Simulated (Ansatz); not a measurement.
# Si: the cost of one run

Program: Ansatz 0.2.0. Level of theory: DFT r2SCAN, scalar-relativistic, plane waves, PAW. These are calculated values, not measurements.

2 further runs of the same task are left out: 1 that didn't finish, 1 set aside as unsound or not needed.

### 1 The starting structure

The structure is cubic, space group Fd-3m (No. 227). Conventional cell: a = 5.431 Å, b = 5.431 Å, c = 5.431 Å, α = 90.00°, β = 90.00°, γ = 90.00°. Si (site symmetry -43m) has 4 Si at 2.35 Å as nearest neighbours.

As a file:

```
Si
1.0
     0.00000    2.71547    2.71547
     2.71547    0.00000    2.71547
     2.71547    2.71547    0.00000
Si
2
Direct
  0.50000 0.50000 0.50000
  0.75000 0.75000 0.75000
```

No relaxation comes first: the listed cell is the starting point.

### 2 The reference cell

Reference values: F = -1278.1322 eV; pressure 0.72 GPa; largest force 0.000 eV/Å; gap on the mesh 0.77 eV. It was computed beforehand with the settings of the runs below.

### 3 Next: a strain scan

The cell is strained by ε times the Voigt pattern (0, 1, 0, 0, 0, 0) (xx, yy, zz, yz, xz, xy; engineering shear), with fractional coordinates fixed (clamped ions). The stress on the pattern is the sum of the stress components weighted by it, tension positive.

### 4 ε = -0.1500

input.yaml reads:

```yaml
crystal:
  lattice:
    - [0.0, 2.3081495, 2.71547]
    - [2.71547, 0.0, 2.71547]
    - [2.71547, 2.3081495, 0.0]
  atoms:
    - { symbol: Si, position: [0.5, 0.5, 0.5] }
    - { symbol: Si, position: [0.75, 0.75, 0.75] }
basis:
  ecutwfc: 500
kpoints:
  mp_grid: { grid: [10, 10, 10] }
hamiltonian:
  xc: r2scan
scf:
  occupations: { method: gaussian, width: 0.05 }
output:
  forces: true
  stress: true
  eigenvalues: true
```

Run with:

```sh
ansatz run input.yaml --threads 1 --pin off --max-ram 2560MiB --backend cpu --events-out ev --progress --plain --runs-dir out
```

What time and memory should one allow on 1 thread of Intel Xeon 6975P-C (Granite Rapids), shared host?

About 2.1 s, with a peak of 0.42 GiB.
